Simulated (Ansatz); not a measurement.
# BF2H2N: the cost of one run

The runs use Ansatz 0.2.0; RKS BHLYP-D4/def2-SVP.

### Step 1. Reference run: BF2H2N, relaxed

input.yaml

```yaml
crystal:
  periodic: [false, false, false]
  atoms:
    - { symbol: B, position_ang: [-0.503093, 0.131513, -0.303584] }
    - { symbol: F, position_ang: [-0.137636, 1.241466, 0.905794] }
    - { symbol: "N", position_ang: [0.569585, -0.636074, -0.055988] }
    - { symbol: H, position_ang: [0.678497, 0.350458, 0.842331] }
    - { symbol: F, position_ang: [-1.59602, 0.400409, -0.97688] }
    - { symbol: H, position_ang: [0.988767, -1.487772, -0.411674] }
basis:
  gaussian: { orbitals: def2-SVP }
hamiltonian:
  xc: { name: BHLYP }
  dispersion: d4
output:
  forces: true
relax:
  f_tol: 0.02
  max_steps: 120
  constraints: [{ distance: [1, 3] }, { distance: [0, 1] }, { distance: [2, 3] }]
  escape_saddle: false
```

Started as:

```
> ansatz run input.yaml --threads 1 --pin off --max-ram 2560MiB --backend cpu --events-out ev --progress --plain --runs-dir out
```

What time and memory should one allow on 1 thread of Arm Neoverse V2, shared host?

About 6.8 s, with a peak of 0.13 GiB.
